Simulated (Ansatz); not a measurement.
**LiRh: straining the crystal, a stretch of c alone**

One table from this session's results is given with a row withheld; the runs are named, their logs left out.

Method: DFT PBEsol, scalar-relativistic, plane waves, PAW, in Ansatz 0.2.0.

2 further runs of the same task are left out: 2 set aside as unsound or not needed.

**The structure to begin with**

It takes space group P-6m2 (No. 187, hexagonal). The conventional cell has a = 2.626 Å, b = 2.626 Å, c = 4.326 Å, α = 90.00°, β = 90.00°, γ = 120.00°. Li (site symmetry -6m2) is surrounded by 6 Li at 2.63 Å and 6 Rh at 2.64 Å. Rh (site symmetry -6m2) has 6 Rh at 2.63 Å and 6 Li at 2.64 Å as nearest neighbours.

Structure file:

```xyz
2
Lattice="2.6257 0.0000 0.0000 -1.3128 2.2739 0.0000 0.0000 0.0000 4.3260" Properties=species:S:1:pos:R:3 pbc="T T T"
Li    0.0000    0.0000    2.1630
Rh    1.3128    0.7580    0.0000
```

It goes back to an entry of the Materials Project, which need not be the stable form.

It is the result of an earlier relaxation at this level (volume 12.91 Å³/atom; gap on the mesh: none (metal)).

The unstrained cell comes from an earlier run at this level (2 atoms, E(σ→0) -6542.0140 eV, gap none (metal)).

The first run:

input.yaml

```yaml
crystal:
  lattice:
    - [2.6256574511, 0.0, 0.0]
    - [-1.3128287255, 2.2738860542, 0.0]
    - [0.0, 0.0, 4.2394760902]
  atoms:
    - { symbol: Li, position: [0.0, 0.0, 0.5] }
    - { symbol: Rh, position: [0.6666666667, 0.3333333333, 0.0] }
basis:
  ecutwfc: 420
kpoints:
  mp_grid: { grid: [18, 18, 10] }
hamiltonian:
  xc: pbesol
scf:
  occupations: { method: gaussian, width: 0.1 }
output:
  forces: true
  stress: true
  eigenvalues: true
```

Among the steps run: The cell strained by -2.0 %; At +2.0 %; Strain -4.0 %; Strain +4.0 %; The cell strained by -6.0 %; At +6.0 %.

One of the session's tables, all rows but one given; the rest of the session is left out.

Lengths are those of the vectors of the cell that was run; stresses in GPa:

```
strain (%)  ΔE (meV/atom)  c (Å)
      -6.0           29.1  4.066
      -4.0           12.5  4.153
      -2.0            3.1  4.239
      +0.0            0.0  4.326
      +2.0              ?      ?
      +4.0           11.3  4.499
      +6.0           24.7  4.586
```

Estimate the missing values for strain (%) = +2.0.

Worked estimate for «ΔE (meV/atom)». A straight line through the neighbours (0.0, 0.0) and (4.0, 11.3) gives 0.0 + (11.3 − 0.0) × (2.0 − 0.0) / (4.0 − 0.0) = 5.7; a parabola fitted to 4 rows on both sides gives 2.9.

**Answer.** ΔE (meV/atom): 2.9; c (Å): 4.413. In «ΔE (meV/atom)» the line misses by +2.8 and the parabola by 0.0.

ΔE is over the unstrained cell. Stress in GPa, positive in compression, on the Cartesian axes of the input. 
